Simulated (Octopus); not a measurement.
The system is AlSn.

```
Sn Al
1.0
     4.19811    0.00000    0.00000
    -2.09905    3.63567    0.00000
     0.00000    0.00000    3.30685
Sn Al
1 1
Direct
  0.33333 0.66667 0.50000
  0.00000 0.00000 0.00000
```

The cell comes from a database or a generator and needn't be the stable form of this composition.

| Quantity | Value |
| --- | --- |
| Program | Octopus 16.4 |
| Task | single point |
| Functional | PBEsol |
| Potentials or basis | pseudodojo_pbesol (PseudoDojo 0.4, PBEsol) |
| Grid spacing | 0.135 × 0.135 × 0.132 Å |
| k mesh | 7 × 7 × 8 |
| Occupations | fermi-dirac, width 0.05 eV |
| Spin | no spin polarisation |

On this cell: largest force under 0.003 eV/Å; band gap on the k mesh none (metal or under the smearing width).

The same run follows on a disturbed copy (atoms moved at random, drawn with an rms of 0.05 Å):

```
Sn Al
1.0
     4.19811    0.00000    0.00000
    -2.09905    3.63567    0.00000
     0.00000    0.00000    3.30685
Sn Al
1 1
Cartesian
  0.0049 2.4017 1.6397
  0.0147 0.0155 -0.0180
```

Q: What changes?

A: The energy (extrapolated to zero smearing) moves by +1.6 meV/atom; largest force 0.144 eV/Å; band gap on the k mesh none (metal or under the smearing width).

Forces in eV/Å, atoms in the order of the input:
```
Sn   0.033  0.140 -0.007
Al  -0.033 -0.140  0.007
```
